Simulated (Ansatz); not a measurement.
**C2H4B2: a ladder of functionals and wavefunction methods**

One table from this session's results is given with a row withheld; the runs are named, their logs left out.

The runs use Ansatz 0.2.0, Gaussian basis; functionals in def2-TZVPP, the program's frozen cores in correlated methods.

Plan: LDA (SPW92), PBE-D4, revPBE-D4, BLYP-D4, r2SCAN-D4, B97M-V, PBE0-D4, B3LYP-D4, r2SCANh-D4, r2SCAN0-D4, HSE06-D4, BHLYP-D4, CAM-B3LYP-D4, LC-ωPBE, ωB97X-V, ωB97M-V, B2PLYP, PBE-QIDH; CCSD(T)/def2-SVP; CCSD(T)/def2-TZVPP; MP2/def2-QZVPP; extrapolation to the limit; RPA on PBE.

## Structure used throughout

An earlier PBE0-D4 in a triple-zeta def2 set relaxation fixed the geometry.

8 atoms, charge 0, spin multiplicity 1.

Atoms are counted from 1 here; the program's logs count them from 0.

Bond lengths: B1–C2 1.457 Å, B1–H5 1.195 Å, B1–H6 1.195 Å, C2–C3 1.335 Å, C2–B4 1.557 Å, C3–B4 1.444 Å, C3–H7 1.078 Å, B4–H8 1.178 Å. Angles: C2–B1–H5 119.1°, C2–B1–H6 119.1°, H5–B1–H6 121.7°, B1–C2–C3 150.5°, B1–C2–B4 91.2°, C3–C2–B4 59.3°, C2–C3–B4 68.0°, C2–C3–H7 136.2°, B4–C3–H7 155.8°, C2–B4–C3 52.7°, C2–B4–H8 152.6°, C3–B4–H8 154.7°.

The first run:

in.yaml

```yaml
crystal:
  periodic: [false, false, false]
  atoms:
    - {symbol: B, position_ang: [-0.474757, 1.182965, -0.207844]}
    - {symbol: C, position_ang: [0.378019, 0.277180, 0.549828]}
    - {symbol: C, position_ang: [0.880681, -0.941767, 0.761406]}
    - {symbol: B, position_ang: [-0.024042, -0.917648, -0.364129]}
    - {symbol: H, position_ang: [-0.011328, 1.781327, -1.132634]}
    - {symbol: H, position_ang: [-1.606541, 1.343876, 0.140338]}
    - {symbol: H, position_ang: [1.563964, -1.390780, 1.463489]}
    - {symbol: H, position_ang: [-0.613796, -1.392253, -1.266254]}
basis:
  gaussian: {orbitals: def2-TZVPP}
hamiltonian: {xc: lda}
output: {orbitals: {seedname: orbitals}}
```

Run with:

```bash
> ansatz run in.yaml --threads 2 --pin off --events-out ev --progress --plain --max-ram 4352MiB
```

Among the steps run: LDA; PBE-D4 (GGA); revPBE-D4 (GGA); BLYP-D4 (GGA); r2SCAN-D4 (meta-GGA); B97M-V (meta-GGA); PBE0-D4 (hybrid); B3LYP-D4 (hybrid); r2SCANh-D4 (hybrid); r2SCAN0-D4 (hybrid); HSE06-D4 (hybrid); BHLYP-D4 (hybrid); CAM-B3LYP-D4 (range-separated); LC-ωPBE (range-separated); ωB97X-V (range-separated); ωB97M-V (range-separated); B2PLYP (double hybrid); PBE-QIDH (double hybrid).

One of the session's tables, all rows but one given; the rest of the session is left out.

It belongs to the step «Frontier levels by functional». 

| functional | HOMO (eV) | gap (eV) |
| --- | --- | --- |
| LDA (SPW92) | -7.00 | 4.94 |
| PBE-D4 | -6.84 | 5.02 |
| revPBE-D4 | -6.78 | 5.04 |
| BLYP-D4 | -6.67 | 5.01 |
| r2SCAN-D4 | -7.01 | 5.52 |
| B97M-V | -7.08 | 5.62 |
| PBE0-D4 | -7.97 | 7.21 |
| B3LYP-D4 | -7.74 | 6.76 |
| r2SCANh-D4 | ? | ? |
| r2SCAN0-D4 | -8.08 | 7.52 |
| HSE06-D4 | -7.57 | 6.43 |
| BHLYP-D4 | -8.96 | 9.32 |
| CAM-B3LYP-D4 | -9.28 | 9.66 |
| LC-ωPBE | -10.65 | 12.19 |
| ωB97X-V | -10.26 | 11.72 |
| ωB97M-V | -10.15 | 11.39 |

Estimate the missing values for r2SCANh-D4.

Worked estimate for «HOMO (eV)». Against the share of exact exchange, r2SCAN-D4 (0, -7.01), r2SCAN0-D4 (0.25, -8.08) give a slope of -4.28 per unit share; at 0.1 the line stands at -7.44.

As computed: HOMO (eV): -7.43; gap (eV): 6.33. In «HOMO (eV)» the line misses by -0.01.
